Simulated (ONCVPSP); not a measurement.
**Aluminium: generating and testing an ONCV potential**

Do these settings give a usable potential? It is generated, then checked for transferability, scattering, ghosts and hardness.

Method: ONCVPSP 4.0.1, PBE, scalar-relativistic.

## 1. The atom and the settings

Typed settings, in words:

* element: aluminium (Al, Z = 13)
* type: optimised norm-conserving Vanderbilt (ONCV)
* frozen core: [Ne]
* valence charge: 3
* reference configuration: 3s2 3p1
* partial waves: 3s: rc 1.75 bohr, ncon 5, nbas 8, qcut 4.5 1/bohr, 2 projectors, debl 3.6 Ha; 3p: rc 2.35 bohr, ncon 4, nbas 8, qcut 4 1/bohr, 2 projectors, debl 1.5 Ha; d scattering state at 0.03 Ha: rc 2.30 bohr, ncon 4, nbas 8, qcut 4.4 1/bohr, 3 projectors, debl 2.2 Ha
* local potential: polynomial inside 1.50 bohr (lpopt 3, dvloc0 2 Ha)
* core correction: not asked for

The outer shells as boxes (Hund's rule for the drawing; the calculation is spin-unpolarised):

```
[Ne] core
3s [↑↓]
3p [↑ ][  ][  ]
```

The nodes and maxima of the atom's own shells, from an earlier all-electron run, set the scale for the radii.

All-electron outer shells of the reference configuration (PBE, scalar-relativistic, ld1.x):

```csv
shell,level (eV),outermost node (bohr),outermost maximum (bohr)
2s,-108.17,0.16,0.50
2p,-69.64,–,0.43
3s,-7.75,0.80,2.09
3p,-2.71,0.82,2.64
```

## 2. Generation

File Al.dat:

```
# ATOM AND REFERENCE CONFIGURATION
# atsym  z   nc   nv     iexc    psfile
  Al 13.00    3    2        4      upf
#
#   n    l    f
    1    0    2.00
    2    0    2.00
    2    1    6.00
    3    0    2.00
    3    1    1.00
#
# PSEUDOPOTENTIAL AND OPTIMIZATION
# lmax
    2
#
#   l,   rc,      ep,       ncon, nbas, qcut
    0    1.75    0.00    5    8    4.50
    1    2.35    0.00    4    8    4.00
    2    2.30    0.03    4    8    4.40
#
# LOCAL POTENTIAL
# lloc, lpopt,  rc(5),   dvloc0
    4    3    1.50    2.00
#
# VANDERBILT-KLEINMAN-BYLANDER PROJECTORs
# l, nproj, debl
    0    2    3.60
    1    2    1.50
    2    3    2.20
#
# MODEL CORE CHARGE
# icmod, fcfact, rcfact
    0    0.00    0.00
#
# LOG DERIVATIVE ANALYSIS
# epsh1, epsh2, depsh
   -2.00    5.00    0.02
#
# OUTPUT GRID
# rlmax, drl
    6.00    0.01
#
# TEST CONFIGURATIONS
# ncnf
    4
# nvcnf
#   n    l    f
    2
    3    0    2.00
    3    1    0.00
#
    2
    3    0    1.00
    3    1    0.00
#
    2
    3    0    2.00
    3    1    0.50
#
    2
    3    0    1.00
    3    1    2.00
#
```

Started as:

```sh
$ oncvpsp.x < Al.dat > Al.out
```

What the program wrote to Al.out (without the consistency checks and plot data):

```text
ONCVPSP  (Optimized Norm-Conservinng Vanderbilt PSeudopotential)
scalar-relativistic version 4.0.1

#   n    l    f        energy (Ha)
    1    0    2.00    -5.5533531E+01
    2    0    2.00    -3.9749958E+00
    2    1    6.00    -2.5593353E+00
    3    0    2.00    -2.8491419E-01
    3    1    1.00    -9.9667823E-02

Reference configufation results
  iterations    25
  all-electron total energy (Ha)   -2.42684666D+02

Begin loop to  construct optimized pseudo wave functions
and semi-local pseudopoentials for all angular momenta

   Wellstate for l =  0  n =  5
     eigenvalue =   3.3151
     asymptotic potential =   3.8151
     half-point radius =  3.1384

Calculating optimized projector #   1

 for l=   0

    Fraction of norm inside rc  0.213580
    Optimizing pswf for qcut=   4.50 a_B^-1,  ecut=  10.12 Ha
    Residual kinetic energy error=  5.05D-04 Ha

    Energy error per electron        Cutoff
         Ha          eV             Ha
         0.01000     0.27211        3.29
         0.00100     0.02721        5.73
         0.00010     0.00272       42.96
         0.00001     0.00027       54.15

Calculating optimized projector #   2

 for l=   0

    Fraction of norm inside rc  0.120629
    Optimizing pswf for qcut=   4.50 a_B^-1,  ecut=  10.12 Ha
    Residual kinetic energy error=  3.37D-02 Ha

    Energy error per electron        Cutoff
         Ha          eV             Ha
         0.01000     0.27211       13.28
         0.00100     0.02721       38.49
         0.00010     0.00272       69.34
         0.00001     0.00027       78.83

   Wellstate for l =  1  n =  5
     eigenvalue =   1.4003
     asymptotic potential =   1.9003
     half-point radius =  5.0932

Calculating optimized projector #   1

 for l=   1

    Fraction of norm inside rc  0.252795
    Optimizing pswf for qcut=   3.99 a_B^-1,  ecut=   7.97 Ha
    Residual kinetic energy error=  3.84D-06 Ha

    Energy error per electron        Cutoff
         Ha          eV             Ha
         0.01000     0.27211        1.25
         0.00100     0.02721        2.05
         0.00010     0.00272        4.86
         0.00001     0.00027        7.14

Calculating optimized projector #   2

 for l=   1

    Fraction of norm inside rc  0.154626
    Optimizing pswf for qcut=   3.99 a_B^-1,  ecut=   7.97 Ha
    Residual kinetic energy error=  7.53D-05 Ha

    Energy error per electron        Cutoff
         Ha          eV             Ha
         0.01000     0.27211        2.89
         0.00100     0.02721        4.88
         0.00010     0.00272        7.60
         0.00001     0.00027       14.82

   Wellstate for l =  2  n =  3
     eigenvalue =   0.0300
     asymptotic potential =   0.5300
     half-point radius = 36.5155

   Wellstate for l =  2  n =  5
     eigenvalue =   2.2300
     asymptotic potential =   2.7300
     half-point radius =  4.2127

   Wellstate for l =  2  n =  6
     eigenvalue =   4.4300
     asymptotic potential =   4.9300
     half-point radius =  3.8111

Calculating optimized projector #   1

 for l=   2

    Fraction of norm inside rc  0.006594
    Optimizing pswf for qcut=   4.40 a_B^-1,  ecut=   9.67 Ha
    Residual kinetic energy error=  1.96D-06 Ha

    Energy error per electron        Cutoff
         Ha          eV             Ha
         0.01000     0.27211        0.39
         0.00100     0.02721        1.90
         0.00010     0.00272        4.92
         0.00001     0.00027        7.80

Calculating optimized projector #   2

 for l=   2

    Fraction of norm inside rc  0.211727
    Optimizing pswf for qcut=   4.40 a_B^-1,  ecut=   9.67 Ha
    Residual kinetic energy error=  1.41D-02 Ha

    Energy error per electron        Cutoff
         Ha          eV             Ha
         0.01000     0.27211       10.18
         0.00100     0.02721       30.03
         0.00010     0.00272       54.68
         0.00001     0.00027       61.96

Calculating optimized projector #   3

 for l=   2

    Fraction of norm inside rc  0.216179
    Optimizing pswf for qcut=   4.40 a_B^-1,  ecut=   9.67 Ha
    Residual kinetic energy error=  9.72D-02 Ha

    Energy error per electron        Cutoff
         Ha          eV             Ha
         0.01000     0.27211       13.71
         0.00100     0.02721       24.09
         0.00010     0.00272       48.78
         0.00001     0.00027       73.56

Construct Vanderbilt / Kleinmman-Bylander projectors

B matrix Hermiticity error, ll=   0
   1   2   -1.3912E-04

  Orthonormal projector coefficients -7.1714E+00  1.8411E+00

B matrix Hermiticity error, ll=   1
   1   2   -3.4552E-05

  Orthonormal projector coefficients  1.2505E+00  1.8326E-01

B matrix Hermiticity error, ll=   2
   1   2   -4.2660E-06
   1   3   -7.1474E-06
   2   3    7.6827E-05

  Orthonormal projector coefficients -4.7344E+00 -1.8234E+00 -4.7547E-01

Pseudoatom total energy   -1.937006

Diagnostic tests using Vanderbilt-Kleinman-Bylander pseudopotentials
  1 or more projectors used as specified by nproj input data

   l    rcore       rmatch      e in        delta e   norm test  slope test

   0   1.7506772   1.8038316  -0.2849142  -0.0000002   1.0000409   1.0000329
run_diag: lschvkbbe ERROR   2   2   0  60  3.31508582E+00  2.93357723E+00
   0   1.7506772   1.8038316   3.3150858  -0.3815086   0.7655237   0.4904791

   1   2.3610496   2.4327362  -0.0996678   0.0000001   1.0000098   1.0000017
   1   2.3610496   2.4327362   1.4003322   0.0000022   1.0000970   1.0000970

   2   2.3052243   2.3752159   0.0300000   0.0000017   1.0000216   1.0000216
   2   2.3052243   2.3752159   2.2300000   0.0000147   1.0000711   1.0000711
   2   2.3052243   2.3752159   4.4300000   0.0000104   1.0002714   1.0002714

 Testing for bound ghosts
   n   l    E NL Schr. Eq   E Basis Diag.   E Cutoff

       0                       -2.168019     84.79  WARNING - GHOST(-)
   1   0       -0.284914       -0.268324     84.79

   2   1       -0.099668       -0.088951     53.93

 Testing for highly-localized positive-energy ghosts
       l    <radius>/rc     E Basis Diag.   E Cutoff

Test configuration 0

   n   l     f        eae           eps        diff
   1   0  2.0000  -55.53353116
   2   0  2.0000   -3.97499583
   2   1  6.0000   -2.55933530
   3   0  2.0000   -0.28491419   -0.28491442   -2.32D-07
   3   1  1.0000   -0.09966782   -0.09966769    1.35D-07

    Total energies and differences
      AE_ref= -2.42684666D+02  AE_tst= -2.42684666D+02  dif=  0.00D+00
      PS_ref= -1.93700617D+00  PS_tst= -1.93700617D+00  dif=  3.11D-15
      PSP excitation error= -3.11D-15

Test configuration 1

   n   l     f        eae           eps        diff
   1   0  2.0000  -55.84548693
   2   0  2.0000   -4.28139008
   2   1  6.0000   -2.86614977
   3   0  2.0000   -0.54427607   -0.54459371   -3.18D-04

    Total energies and differences
      AE_ref= -2.42684666D+02  AE_tst= -2.42472946D+02  dif=  2.12D-01
      PS_ref= -1.93700617D+00  PS_tst= -1.72513362D+00  dif=  2.12D-01
      PSP excitation error= -1.52D-04

Test configuration 2

   n   l     f        eae           eps        diff
   1   0  2.0000  -56.31071886
   2   0  2.0000   -4.73212529
   2   1  6.0000   -3.31704612
   3   0  1.0000   -0.87271849   -0.86946312    3.26D-03

    Total energies and differences
      AE_ref= -2.42684666D+02  AE_tst= -2.41766424D+02  dif=  9.18D-01
      PS_ref= -1.93700617D+00  PS_tst= -1.01925901D+00  dif=  9.18D-01
      PSP excitation error=  4.95D-04

Test configuration 3

   n   l     f        eae           eps        diff
   1   0  2.0000  -55.67649395
   2   0  2.0000   -4.11605573
   2   1  6.0000   -2.70055887
   3   0  2.0000   -0.40769662   -0.40781400   -1.17D-04
   3   1  0.5000   -0.20951108   -0.20963027   -1.19D-04

    Total energies and differences
      AE_ref= -2.42684666D+02  AE_tst= -2.42608023D+02  dif=  7.66D-02
      PS_ref= -1.93700617D+00  PS_tst= -1.86033532D+00  dif=  7.67D-02
      PSP excitation error= -2.71D-05

Test configuration 4

   n   l     f        eae           eps        diff
   1   0  2.0000  -55.60231378
   2   0  2.0000   -4.04183156
   2   1  6.0000   -2.62575839
   3   0  1.0000   -0.31508232   -0.31459058    4.92D-04
   3   1  2.0000   -0.12285761   -0.12281981    3.78D-05

    Total energies and differences
      AE_ref= -2.42684666D+02  AE_tst= -2.42495805D+02  dif=  1.89D-01
      PS_ref= -1.93700617D+00  PS_tst= -1.74834562D+00  dif=  1.89D-01
      PSP excitation error=  2.01D-04
```

Wall time 2.6 s (1 thread of Intel Xeon 6975P-C, shared host).

Partial waves on a coarse radial grid (AE all-electron, PS pseudo):

```
r (bohr)    3s AE   3s PS
   0.118   0.0882  0.0202
   0.235  -0.1449  0.0404
   0.353  -0.2782  0.0634
   0.470  -0.2867  0.0929
   0.588  -0.2143  0.1318
   0.705  -0.1019  0.1781
   0.822   0.0245  0.2287
   0.940   0.1502  0.2820
   1.058   0.2654  0.3381
   1.175   0.3651  0.3977
   1.292   0.4491  0.4598
   1.410   0.5181  0.5203
   1.528   0.5727  0.5728
   1.645   0.6140  0.6139
   1.763   0.6439  0.6438
   1.880   0.6630  0.6630
   1.998   0.6729  0.6729
   2.115   0.6748  0.6748
   2.232   0.6700  0.6700
   2.350   0.6596  0.6595
   2.468   0.6445  0.6445
   2.585   0.6260  0.6260
   2.702   0.6047  0.6047
   2.820   0.5812  0.5812
   2.938   0.5563  0.5563
   3.055   0.5306  0.5306
```

## 3. The configuration tests of the same run

The tests as a table, with energies relative to 3s2 3p1.

| valence configuration | charge | ΔE all-electron (eV) | error AE − PS (meV) |
| --- | --- | --- | --- |
| 3s2 3p0 | +1 | 5.761 | -4.1 |
| 3s1 3p0 | +2 | 24.987 | +13 |
| 3s2 3p0.5 | +0.5 | 2.086 | -0.7 |
| 3s1 3p2 | 0 | 5.139 | +5.5 |

## 4. Does it scatter like the atom?

Taken from the files of the generation run. The phase is arctan(r·R′/R) of the radial function R, unwrapped, with energies in Ha. A pole is an energy at which the radial function vanishes at the test radius. The pseudo phase is shifted by a multiple of π to meet the all-electron one at the reference energy. Levels narrower than the energy grid can be missing from the poles. The last column is the largest difference on the grid between −0.5 and +0.5 Ha.

| channel | radius (bohr) | reference (Ha) | poles AE | poles PS | window around the reference with phases within 0.05 rad (Ha) | largest difference near zero (rad) |
| --- | --- | --- | --- | --- | --- | --- |
| s | 1.77 | -0.28 | 2.45 | 2.45 | above -1.8 | 0.001 |
| p | 2.39 | -0.10 | 1.05 | 1.05, 4.56 | below 2.4 | 0.001 |
| d | 2.33 | 0.03 | 1.46, 4.95 | 1.46, 4.95 | the whole range | 0.000 |

Phases (rad) along the scan:

```
E (Ha)    s AE    s PS    d AE    d PS
 -1.98   1.084   1.176   1.306   1.306
 -1.62   0.979   1.008   1.273   1.273
 -1.26   0.810   0.824   1.226   1.226
 -0.90   0.511   0.517   1.153   1.153
 -0.54   0.001   0.003   1.022   1.022
 -0.18  -0.581  -0.580   0.725   0.725
  0.18  -0.969  -0.968  -0.087  -0.087
  0.54  -1.187  -1.186  -0.988  -0.988
  0.90  -1.318  -1.317  -1.339  -1.339
  1.26  -1.405  -1.404  -1.504  -1.504
  1.62  -1.468  -1.467  -1.620  -1.620
  1.98  -1.517  -1.517  -1.745  -1.745
  2.34  -1.559  -1.559  -1.976  -1.976
  2.70  -1.597  -1.597  -2.872  -2.872
  3.06  -1.633  -1.633  -4.144  -4.144
  3.42  -1.671  -1.671  -4.444  -4.444
  3.78  -1.714  -1.714  -4.558  -4.558
  4.14  -1.766  -1.765  -4.622  -4.622
  4.50  -1.836  -1.833  -4.667  -4.667
  4.86  -1.943  -1.935  -4.703  -4.703
```

## 5. Convergence and ghost test

From the same output: the cutoffs (Ha) at which the residual kinetic energy of the hardest occupied pseudo-wave falls to 1 and 0.1 mHa per electron are 5.7 Ha and 43 Ha.

The program's own ghost test: GHOST(-) flagged for s at -59.0 eV; no localised positive-energy state flagged.

Cutoff (Ha) at which the first wave of each channel reaches a given error (Ha per electron):

```
  error     s    p    d
1.0e-02   3.3  1.3  0.4
3.2e-03   4.4  1.6  1.0
1.0e-03   5.7  2.0  1.9
3.2e-04  20.3  2.8  3.3
1.0e-04  43.0  4.9  4.9
3.2e-05  49.7  6.2  6.4
1.0e-05  54.1  7.1  7.8
```

## 6. Outcome

| quantity | value |
| --- | --- |
| cutoffs for 1 and 0.1 mHa per electron, occupied waves | 5.7 Ha and 43 Ha |
| bound ghosts | s at -58.99 eV |
| GHOST(+) flags | none at low energy |
| largest test error (AE − PS) | +13 meV, for 3s1 3p0 |
| largest phase difference near zero energy, channels read | 0.001 rad |

What this shows: A bound ghost (s) makes it unfit for use: electrons can fall into a state that the atom doesn't have. By total energies transferability is good: the largest error is 13 meV on 25.0 eV, for 3s1 3p0. Atomic tests can pass in spite of a ghost, since they solve only for the levels asked. It counts as soft on the atom at that tolerance, with 5.7 Ha needed at the looser tolerance. The tighter tolerance needs 43 Ha, and converged work needs a cutoff nearer that. At the looser tolerance the 3s wave is the slowest; 3p needs 2 Ha. Near zero energy the phases of the channels with partial waves agree within 0.001 rad. All of this concerns the isolated atom, not yet a solid.
